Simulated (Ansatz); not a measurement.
Input of an Ansatz 0.2.0 run:

File input.yaml:

```yaml
crystal:
  lattice:
    - [1.4527740273, 0.8387594757, 11.6660546018]
    - [-1.4527740273, 0.8387594757, 11.6660546018]
    - [0.0, -1.6775189515, 11.6660546018]
  atoms:
    - { symbol: Au, position: [0.606668, 0.606668, 0.606668] }
    - { symbol: Au, position: [0.202283, 0.202283, 0.202283] }
    - { symbol: Au, position: [0.797717, 0.797717, 0.797717] }
    - { symbol: Au, position: [0.393332, 0.393332, 0.393332] }
    - { symbol: Co, position: [0.0, 0.0, 0.0], spin: 1.0 }
hamiltonian:
  xc: pbesol
  pseudopotentials: { kind: paw }
magnetization:
  spin_polarized: true
  initial_magnetization: 1.0
  spin_locking: { lock_magnetization: hard }
kpoints:
  mp_grid: { grid: [9, 9, 9] }
scf:
  occupations: { method: fermi_dirac, width: 0.05 }
  lower_state_search: "off"
output:
  forces: true
  stress: true
  eigenvalues: true
  write_density: true
  write_potential: true
  elf: true
  volumetric_format: npy
```

Potentials or basis: Ansatz PAW.

The run is started by

```sh
$ ansatz run input.yaml --threads 2 --pin off --max-ram 5632MiB --backend cpu --events-out ev --progress --plain --runs-dir out
```

(1) What does it give for the largest force?

(2) What does it give for the pressure?

## Answers

(1) 0.044 eV/Å.

(2) -11.0 GPa.

Caveat: the total moment is fixed, so each spin has its own Fermi level; the PAW data sets come from PBE, with cores solved anew for the run's functional, which leaves a small shift of forces and pressure; the thresholds are loose for stress.
